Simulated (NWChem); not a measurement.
# PBE0/def2-SVP (core potential) run of AlSbH3F (SMILES [F][AlH][SbH2])

What is the adiabatic ionisation energy of AlSbH3F at PBE0/def2-SVP (core potential)? 

Program for the calculation: NWChem 7.3.0.

1 further run of the same task is left out (set aside as unsound or not needed).

## (1) Starting point

AlSbH3F has 6 atoms, charge 0, and is taken as a singlet. As SMILES, `[F][AlH][SbH2]`. The coordinates come from a PBE0-D4/def2-TZVP relaxation. This is one conformer, not always the lowest. The run starts from this shape.

Bond lengths: F1–Al2 1.653 Å, Al2–Sb3 2.636 Å, Al2–H4 1.582 Å, Sb3–H5 1.710 Å, Sb3–H6 1.709 Å. Angles: F1–Al2–Sb3 116.3°, F1–Al2–H4 116.4°, Sb3–Al2–H4 127.3°, Al2–Sb3–H5 88.3°, Al2–Sb3–H6 87.8°, H5–Sb3–H6 91.6°.

## (2) A structure relaxation at PBE0/def2-SVP (core potential)

a.nw reads:

```
START a
TITLE "AlFH3Sb PBE0"
memory stack 880 mb heap 220 mb global 1100 mb

GEOMETRY units atomic
 F  -2.10628874 -3.08478893  2.38540129
 Al -0.63513695 -1.96399236 -0.13190288
 Sb  2.41866047  1.89671811  0.63268031
 H  -1.12400910 -3.40282983 -2.70552089
 H   1.59133837  3.00844399 -2.28637964
 H  -0.06500658  3.42588449  2.01841647
END

BASIS spherical bse
 * library def2-SVP
END

ECP bse
 Sb library def2-SVP
END

DFT
 xc pbe0
 grid fine
 convergence energy 1e-07
 maxiter 100
 mulliken
 print low
END

DRIVER
 maxiter 60
END

FREQ
 temp 2 298.15 573.15
END

TASK dft optimize
TASK dft frequencies
```

Command:

```
nwchem a.nw > a.out
```

What it wrote:

```text
[...]
 d= 0,ls=0.0,diis     1   -583.9546398919 -7.42D+02  1.97D-02  5.22D-01     1.3
[...]
         Total DFT energy =     -584.023029341287
[...]
@    0    -584.02302934  0.0D+00  0.01084  0.00294  0.00000  0.00000      9.9
[...]
         Total DFT energy =     -584.023217814615
[...]
@    1    -584.02325277 -2.2D-04  0.00069  0.00028  0.01050  0.03057     21.3
[...]
@    7    -584.02326205 -1.5D-07  0.00005  0.00002  0.00196  0.00428     55.5
[...]
         Total DFT energy =   -584.023262231880
[...]
@    8    -584.02326223 -1.8D-07  0.00006  0.00003  0.00427  0.00939     61.0
[...]
         Total DFT energy =     -584.023262304962
[...]
         Total DFT energy =   -584.023262304962
                         DFT ENERGY GRADIENTS
    atom               coordinates                        gradient
                 x          y          z           x          y          z
   1 F       1.320616   5.171560   0.011524    0.000023   0.000032   0.000002
   2 Al     -1.075978   3.115099   0.029861   -0.000035  -0.000067  -0.000004
   3 Sb      0.108026  -1.722766   0.073486   -0.000000   0.000027  -0.000065
   4 H      -3.817632   4.316790   0.150945    0.000013   0.000009   0.000000
   5 H      -2.484258  -2.297610  -1.792873    0.000029   0.000008   0.000025
   6 H       1.973042  -1.188012  -2.525220   -0.000029  -0.000009   0.000043
[...]
@    9    -584.02326230 -7.3D-08  0.00005  0.00002  0.00058  0.00132     65.6
[...]
      Optimization converged
[...]
@    9    -584.02326230 -7.3D-08  0.00005  0.00002  0.00058  0.00132     65.6
[...]
 d= 0,ls=0.0,diis     2   -584.0232608124  1.36D-09  1.31D-06  3.11D-08    68.9
         Total DFT energy =     -584.023260812414
      One electron energy =    -1212.325417132533
           Coulomb energy =      520.391062806435
    Exchange-Corr. energy =      -49.437798451063
 Nuclear repulsion energy =      157.348891964747
[...]
      Total Density - Mulliken Population Analysis
     ---------------------------------------------
    Atom       Charge   Shell Charges
 -----------   ------   -------------------------------------------------------
    1 F    9     9.40   1.99  1.12  0.82  3.34  2.14  0.00
    2 Al  13    12.26   2.00  1.99  0.92  0.11  5.92  0.76  0.36  0.20
    3 Sb  23    23.11  -0.08  2.11  1.27  0.51  3.07  2.95  1.82  1.36  9.76  0.33
    4 H    1     1.17   0.71  0.45  0.01
    5 H    1     1.04   0.67  0.36  0.01
    6 H    1     1.03   0.66  0.35  0.01
[...]
 Zero-Point correction to Energy  =   14.285 kcal/mol  (  0.022764 au)
 Thermal correction to Energy     =   23.600 kcal/mol  (  0.037608 au)
 Thermal correction to Enthalpy   =   24.738 kcal/mol  (  0.039423 au)
 Total Entropy                    =   94.503 cal/mol-K
   - Translational                =   44.525 cal/mol-K (mol. weight = 169.9072)
   - Rotational                   =   28.410 cal/mol-K (symmetry #  =        1)
   - Vibrational                  =   21.568 cal/mol-K
 Cv (constant volume heat capacity) =   22.631 cal/mol-K
   - Translational                  =    2.979 cal/mol-K
   - Rotational                     =    2.979 cal/mol-K
   - Vibrational                    =   16.672 cal/mol-K
[...]
 Normal Eigenvalue ||           Projected Infra Red Intensities
  Mode   [cm**-1]  || [atomic units] [(debye/angs)**2] [(KM/mol)] [arbitrary]
 ------ ---------- || -------------- ----------------- ---------- -----------
    1       -0.000 ||    0.000004           0.000         0.004       0.001
    2        0.000 ||    0.000000           0.000         0.000       0.000
    3        0.000 ||    0.000061           0.001         0.059       0.010
    4        0.000 ||    0.000977           0.023         0.953       0.166
    5        0.000 ||    0.000391           0.009         0.381       0.067
    6        0.000 ||    0.000164           0.004         0.160       0.028
    7       56.946 ||    0.000391           0.009         0.381       0.067
    8      132.807 ||    0.008763           0.202         8.542       1.491
    9      288.572 ||    0.010100           0.233         9.846       1.718
   10      334.126 ||    0.059955           1.383        58.448      10.201
   11      486.507 ||    0.020946           0.483        20.419       3.564
   12      506.263 ||    0.062658           1.446        61.083      10.661
   13      663.050 ||    0.202018           4.661       196.938      34.374
   14      828.074 ||    0.039639           0.915        38.643       6.745
[...]
```

Run time: 3.5 min. Hardware: 1 thread of Intel Xeon 6975P-C (Granite Rapids), shared host; peak memory 0.19 GiB.

Step by step:

```csv
step,energy from the first frame kept (eV)
0,0.0000
1,-0.0061
2,-0.0062
3,-0.0063
4,-0.0063
5,-0.0063
6,-0.0063
7,-0.0063
8,-0.0063
9,-0.0063
```

After the run. Bond lengths: F1–Al2 1.671 Å, Al2–Sb3 2.636 Å, Al2–H4 1.585 Å, Sb3–H5 1.717 Å, Sb3–H6 1.716 Å. Angles: F1–Al2–Sb3 116.9°, F1–Al2–H4 115.7°, Sb3–Al2–H4 127.4°, Al2–Sb3–H5 88.7°, Al2–Sb3–H6 88.3°, H5–Sb3–H6 91.6°.

## (3) The doublet cation: a geometry optimisation at UPBE0/def2-SVP (core potential)

job.nw reads:

```
start job
title "AlFH3Sb PBE0"
memory 2200 mb
charge 1
geometry units au noautosym
  F   -2.10628874  -3.08478893   2.38540129
  Al  -0.63513695  -1.96399236  -0.13190288
  Sb   2.41866047   1.89671811   0.63268031
  H   -1.12400910  -3.40282983  -2.70552089
  H    1.59133837   3.00844399  -2.28637964
  H   -0.06500658   3.42588449   2.01841647
end
basis spherical bse
  * library def2-SVP
end
ecp bse
  Sb library def2-SVP
end
dft
  xc pbe0
  mult 2
  grid fine
  convergence energy 1e-07
  iterations 100
  mulliken
  print low
end
driver
  maxiter 60
end
freq
  temp 2 298.15 500
end
task dft optimize
task dft frequencies
```

Command:

```
nwchem job.nw > job.out
```

What it wrote:

```text
[...]
 d= 0,ls=0.0,diis     1   -583.5229701995 -7.42D+02  1.56D-02  4.10D-01     1.6
[...]
         Total DFT energy =     -583.684979746573
[...]
@    0    -583.68497975  0.0D+00  0.01496  0.00668  0.00000  0.00000     18.4
[...]
         Total DFT energy =     -583.691185301900
[...]
@    1    -583.69815800 -1.3D-02  0.01149  0.00468  0.24678  0.68474     42.7
[...]
@   12    -583.70765066 -8.4D-07  0.00022  0.00007  0.00397  0.00698    193.3
[...]
         Total DFT energy =   -583.707650957867
[...]
@   13    -583.70765096 -3.0D-07  0.00002  0.00001  0.00428  0.00699    201.5
[...]
         Total DFT energy =     -583.707650972398
[...]
         Total DFT energy =   -583.707650972398
                         DFT ENERGY GRADIENTS
    atom               coordinates                        gradient
                 x          y          z           x          y          z
   1 F      -3.340512  -3.649705   1.957341    0.000007   0.000008   0.000002
   2 Al     -2.240589  -3.206047  -0.908500   -0.000003   0.000004   0.000006
   3 Sb      0.271230   1.261267  -0.393188    0.000003   0.000002   0.000002
   4 H      -2.215656  -4.617960  -3.488648   -0.000004  -0.000008  -0.000009
   5 H       0.813592   3.124956  -2.921681    0.000001  -0.000001   0.000009
   6 H      -0.830136   3.298308   1.795232   -0.000003  -0.000005  -0.000010
[...]
@   14    -583.70765097 -1.5D-08  0.00001  0.00001  0.00085  0.00162    208.4
[...]
      Optimization converged
[...]
@   14    -583.70765097 -1.5D-08  0.00001  0.00001  0.00085  0.00162    208.4
[...]
 d= 0,ls=0.0,diis     2   -583.7076530652  1.04D-10  2.12D-07  1.01D-09   213.6
[...]
         Total DFT energy =     -583.707653065169
      One electron energy =    -1201.505552257369
           Coulomb energy =      509.636965239986
    Exchange-Corr. energy =      -49.177859823438
 Nuclear repulsion energy =      157.338793775652
[...]
      Total Density - Mulliken Population Analysis
     ---------------------------------------------
    Atom       Charge   Shell Charges
 -----------   ------   -------------------------------------------------------
    1 F    9     9.34   1.99  1.13  0.81  3.33  2.08  0.00
    2 Al  13    12.07   2.00  1.99  0.93  0.04  5.92  0.74  0.25  0.21
    3 Sb  23    22.73  -0.08  2.11  1.28  0.40  3.07  2.95  1.88  1.04  9.76  0.31
    4 H    1     1.04   0.69  0.35  0.01
    5 H    1     0.92   0.65  0.25  0.01
    6 H    1     0.90   0.65  0.24  0.01
[...]
      <S2> =      0.7535 (Exact =     0.7500)
[...]
 Zero-Point correction to Energy  =   14.060 kcal/mol  (  0.022407 au)
 Thermal correction to Energy     =   22.214 kcal/mol  (  0.035401 au)
 Thermal correction to Enthalpy   =   23.208 kcal/mol  (  0.036984 au)
 Total Entropy                    =   93.536 cal/mol-K
   - Translational                =   43.847 cal/mol-K (mol. weight = 169.9072)
   - Rotational                   =   28.071 cal/mol-K (symmetry #  =        1)
   - Vibrational                  =   21.618 cal/mol-K
 Cv (constant volume heat capacity) =   22.004 cal/mol-K
   - Translational                  =    2.979 cal/mol-K
   - Rotational                     =    2.979 cal/mol-K
   - Vibrational                    =   16.045 cal/mol-K
[...]
 Normal Eigenvalue ||           Projected Infra Red Intensities
  Mode   [cm**-1]  || [atomic units] [(debye/angs)**2] [(KM/mol)] [arbitrary]
 ------ ---------- || -------------- ----------------- ---------- -----------
    1       -0.000 ||    0.001494           0.034         1.457       0.428
    2       -0.000 ||    0.008921           0.206         8.697       2.553
    3       -0.000 ||    0.005758           0.133         5.613       1.648
    4        0.000 ||    0.003672           0.085         3.580       1.051
    5        0.000 ||    0.004318           0.100         4.210       1.236
    6        0.000 ||    0.002032           0.047         1.981       0.581
    7       81.892 ||    0.001890           0.044         1.843       0.541
    8      100.574 ||    0.007454           0.172         7.266       2.133
    9      206.854 ||    0.018949           0.437        18.472       5.423
   10      262.911 ||    0.023056           0.532        22.476       6.598
   11      327.212 ||    0.029782           0.687        29.033       8.523
   12      412.609 ||    0.101379           2.339        98.829      29.011
   13      529.070 ||    0.278832           6.433       271.819      79.793
   14      791.208 ||    0.035315           0.815        34.427      10.106
[...]
```

Run time: 7.9 min. Hardware: 1 thread of Intel Xeon 6975P-C (Granite Rapids), shared host; peak memory 0.2 GiB.

Steps, from the record of the run:

```csv
step,energy from the first frame kept (eV)
0,0.0000
1,-0.3586
2,-0.5719
3,-0.5975
4,-0.6082
5,-0.6138
6,-0.6155
7,-0.6164
8,-0.6167
9,-0.6168
10,-0.6168
11,-0.6169
12,-0.6169
13,-0.6169
14,-0.6169
```

After the run. Bond lengths: F1–Al2 1.641 Å, Al2–Sb3 2.726 Å, Al2–H4 1.556 Å, Sb3–H5 1.687 Å, Sb3–H6 1.686 Å. Angles: F1–Al2–Sb3 101.8°, F1–Al2–H4 138.1°, Sb3–Al2–H4 120.0°, Al2–Sb3–H5 120.7°, Al2–Sb3–H6 117.0°, H5–Sb3–H6 103.3°.

## (4) Summary of results

At PBE0/def2-SVP (core potential):

| quantity | value |
| --- | --- |
| run 1, PBE0/def2-SVP: total energy at the end | -584.02326 Eh |
| run 1, PBE0/def2-SVP: lowest harmonic wavenumber | 57 cm⁻¹ |
| run 1, PBE0/def2-SVP: highest harmonic wavenumber | 1957 cm⁻¹ |
| run 1, PBE0/def2-SVP: zero-point energy | 59.8 kJ/mol |
| run 1, PBE0/def2-SVP: ideal-gas entropy at 298.15 K (symmetry number 1 as used) | 80.0 cal/(mol K) |
| doublet cation: total energy at the end | -583.70765 Eh |
| doublet cation: ⟨S²⟩ | 0.753 |
| doublet cation: lowest harmonic wavenumber | 82 cm⁻¹ |
| doublet cation: highest harmonic wavenumber | 2085 cm⁻¹ |
| doublet cation: zero-point energy | 58.8 kJ/mol |
| adiabatic ionisation energy (to the doublet cation, no zero-point term) | 8.588 eV |

What this shows: The adiabatic ionisation energy (to the doublet cation, no zero-point term) is 8.59 eV (829 kJ/mol). All 12 modes (run 1, PBE0/def2-SVP) are real, so the shape is a minimum at this level. The optimisation (run 1, PBE0/def2-SVP) took 10 steps and changed the energy by -0.006 eV. All 12 modes (doublet cation) are real, so the shape is a minimum at this level. The optimisation (doublet cation) took 15 steps and changed the energy by -0.617 eV. Mulliken charges (doublet cation) run from -0.34 on F1 to +0.93 on Al2.
